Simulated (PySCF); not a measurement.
# C3H4N2Si: electronic excitations

Wanted: the electronic excitations of C3H4N2Si (`N#CC1=N[SiH2]C1`), by calculation.

Programs: PySCF 2.14.0, with density-fitted response routines of our own. Each step states its level of theory. These are calculated values for one molecule in the gas phase, unless marked as measured. Atoms are numbered from 0 throughout.

### 1 The molecule as given

10 atoms, charge 0, multiplicity 1; geometry from: GFN2-xTB.

Bonds of the start (Å): N0–C1 1.15, C1–C2 1.41, C2–N3 1.29, N3–Si4 1.79, Si4–C5 1.93, C5–C2 1.50, Si4–H6 1.45, Si4–H7 1.45, C5–H8 1.09, C5–H9 1.09.

### 2 TDDFT and polarisability: PBE0/def2-SVPD

The job: settings as JSON, then the geometry in Å.

```
{"job": {"kind": "uv", "xc": "PBE0", "basis": "def2-SVPD", "nstates": 8, "ntriplets": 3}, "charge": 0, "multiplicity": 1}
N      3.224656     0.203306    -0.428761
C      2.092923     0.045426    -0.328709
C      0.702000    -0.103961    -0.133081
N     -0.100029    -0.735645    -0.915184
Si    -1.531933    -0.393697     0.100702
C     -0.063721     0.457089     1.029362
H     -2.073217    -1.577231     0.744276
H     -2.478596     0.509337    -0.528658
H      0.261827     0.056646     1.987341
H     -0.025026     1.543384     1.078950
```

With the program's defaults for keys left out, this is: TDDFT PBE0/def2-SVPD, vertical, gas phase, core orbitals frozen in the response.

Run with:

```sh
$ OMP_NUM_THREADS=1 python probes_run.py task.json out
```

The driver reads the jobs from task.json and runs them one after another.

The program printed:

```text
coarse grid: 9488 points
cycle   1  E = -514.8921710090  dE =  8.831e-01  |g| = 5.425e-01  |ddm| = 5.340e+00
cycle   2  E = -514.6977387850  dE =  1.944e-01  |g| = 1.100e+00  |ddm| = 3.164e+00
cycle   3  E = -514.9601923903  dE = -2.625e-01  |g| = 1.357e-01  |ddm| = 2.257e+00
cycle   4  E = -514.9639491111  dE = -3.757e-03  |g| = 6.222e-02  |ddm| = 2.852e-01
cycle   5  E = -514.9646309207  dE = -6.818e-04  |g| = 3.170e-02  |ddm| = 1.341e-01
cycle   6  E = -514.9648766588  dE = -2.457e-04  |g| = 4.281e-03  |ddm| = 8.006e-02
cycle   7  E = -514.9648811678  dE = -4.509e-06  |g| = 1.054e-03  |ddm| = 1.229e-02
final grid: 89024 points
cycle   8  E = -515.0271339079  dE = -1.446e-05  |g| = 5.130e-03  |ddm| = 6.268e-02
cycle   9  E = -515.0271299908  dE =  3.917e-06  |g| = 6.568e-03  |ddm| = 2.508e-02
cycle  10  E = -515.0271405488  dE = -1.056e-05  |g| = 1.048e-03  |ddm| = 1.385e-02
cycle  11  E = -515.0271407766  dE = -2.278e-07  |g| = 3.336e-04  |ddm| = 1.935e-03
cycle  12  E = -515.0271408011  dE = -2.455e-08  |g| = 8.870e-05  |ddm| = 5.788e-04
cycle  13  E = -515.0271408023  dE = -1.207e-09  |g| = 5.361e-05  |ddm| = 3.128e-04
cycle  14  E = -515.0271408030  dE = -6.826e-10  |g| = 1.108e-05  |ddm| = 1.378e-04
converged SCF energy = -515.0271408030

Static polarisability (au): isotropic 69.208, principal 50.672 58.332 98.621

Singlet excitations
state   eV       nm        f      main configurations
  1   3.6363    341.0   0.00016   H->L 0.99
  2   5.5340    224.0   0.00145   H-2->L 0.96
  3   5.6861    218.0   0.02445   H->L+1 0.99
  4   6.1785    200.7   0.00263   H-3->L 0.94
  5   6.2651    197.9   0.16708   H-1->L 0.81, H-2->L+1 0.10
  6   6.6638    186.1   0.01390   H->L+2 0.97
  7   6.9773    177.7   0.00209   H-1->L+1 0.94
  8   7.2673    170.6   0.07686   H->L+4 0.41, H-2->L+1 0.30, H->L+3 0.20

Triplet excitations (Tamm-Dancoff, eV): 2.9959 4.0276 5.2599
```

It took 27 s on 1 thread of Arm Neoverse N1, shared host; peak memory 0.67 GiB.

Frontier orbitals and where they lie:

| orbital | eV | atoms |
| --- | --- | --- |
| HOMO−3 | -10.29 | N0 43 %, C1 31 %, N3 8 % |
| HOMO−2 | -9.39 | C5 34 %, Si4 20 %, N0 11 % |
| HOMO−1 | -9.24 | N3 31 %, N0 20 %, C2 16 % |
| HOMO | -7.82 | N3 62 %, C5 13 %, Si4 10 % |
| LUMO | -2.27 | N3 30 %, C2 27 %, N0 18 % |
| LUMO+1 | -0.84 | Si4 38 %, H7 11 %, H6 11 % |
| LUMO+2 | 0.14 | Si4 36 %, C5 12 %, H7 11 % |

With each of the 8 states as a Gaussian band of 0.4 eV half-width at 1/e, the curve within the window shown has maxima at 198 nm (ε 7,200), 171 nm (ε 3,200) L/(mol cm). Beyond the last state computed it falls off for lack of states. The curve at chosen wavelengths:

```tsv
nm	ε (L/mol/cm)
164	1786
174	3054
184	2791
193	6270
203	6362
213	2986
223	1283
232	568
242	163
252	32
262	5
271	1
281	0
291	1
301	1
310	3
320	5
330	6
340	6
349	6
359	5
369	4
379	3
388	2
398	1
408	1
```

Further results of this job:

| property | computed |
| --- | --- |
| dipole moment (D) | 4.76 |
| polarisability (Å³) | 10.26 |
| HOMO–LUMO gap (eV) | 5.55 |
| −ε(HOMO) (eV) | 7.82 |

### 3 Outcome

| quantity | value |
| --- | --- |
| lowest singlet (PBE0/def2-SVPD) | 3.64 eV (341 nm), f = 0.000 |
| brightest single state of those computed | state 5, 6.27 eV, f = 0.167 |
| lowest triplet | 3.00 eV |

The lowest singlet, at 3.64 eV, is HOMO→LUMO 0.99 and is dark; of the 8 states computed, the strongest absorption comes from state 5 at 6.27 eV (the last state computed is bright too, and its partners may lie past the list). The lowest triplet lies 0.64 eV below the lowest singlet (triplets in Tamm-Dancoff, singlets in full TDDFT).
